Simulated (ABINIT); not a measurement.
Write the native input for ABINIT 10.8.3 (patched build) that does the following.

| Quantity | Value |
| --- | --- |
| Task | single point |
| Functional | PBEsol |
| Potentials or basis | PseudoDojo NC SR PBEsol v0.4.1 standard |
| Cutoff | 1143 eV |
| k mesh | 6 × 6 × 10 |
| Occupations | fermi-dirac, width 0.05 eV |
| Spin | no spin polarisation |

The system is MoN2.

```
CELL_PARAMETERS angstrom
4.34805 0.00000 0.00000
0.00000 4.34805 0.00000
0.00000 0.00000 2.76746
ATOMIC_POSITIONS crystal
Mo 0.00546 0.01441 0.98945
Mo 0.50382 0.50326 0.99801
N 0.61578 0.88571 0.49528
N 0.38349 0.11590 0.49763
N 0.10695 0.61302 0.50859
N 0.87787 0.38940 0.48793
```

The cell comes from a database or a generator and needn't be the stable form of this composition.

The cell isn't the ideal one: atoms moved at random, drawn with an rms of 0.05 Å.

The input as run:

run.abi

```
pp_dirpath "./"
pseudos "Mo.upf, N.upf"

acell 4.348053 4.348053 2.76746 Angstrom
rprim
     1.0000000000     0.0000000000     0.0000000000
     0.0000000000     1.0000000000     0.0000000000
     0.0000000000     0.0000000000     1.0000000000
ntypat 2
znucl 42 7
natom 6
typat 1 1 2 2 2 2
xred
     0.0054570000     0.0144110000    -0.0105480000
     0.5038170000     0.5032590000    -0.0019910000
     0.6157790000     0.8857110000     0.4952830000
     0.3834860000     0.1159040000     0.4976280000
     0.1069550000     0.6130240000     0.5085940000
     0.8778680000     0.3894000000     0.4879290000
chkprim 0
chksymtnons 0
tolsym 1.0e-6

ecut 42.0

kptopt 1
ngkpt 6 6 10
nshiftk 1
shiftk 0.0 0.0 0.0

ixc -116133

nband 29
occopt 3
tsmear 0.05 eV

nstep 100
tolvrs 1.0e-10

iomode 3
prtwf 0
prtden 0
prteig 0
prtebands 0
```

Potentials or basis: PseudoDojo NC SR PBEsol v0.4.1 standard.

Run with:

```bash
$ mpirun --bind-to none -np 4 abinit run.abi > log 2>&1
```

It gave:

The pressure is -14.0 GPa, the largest force is 1.294 eV/Å and the band gap on the k mesh is none (metal or under the smearing width). The valence electrons inside the program's atomic spheres are Mo 10.46, 10.47; N 5.45, 5.47, 5.46, 5.54.

Run time: 5 min on 4 MPI ranks on Arm Neoverse V1, with other jobs on the host, peak memory 0.64 GiB a rank.
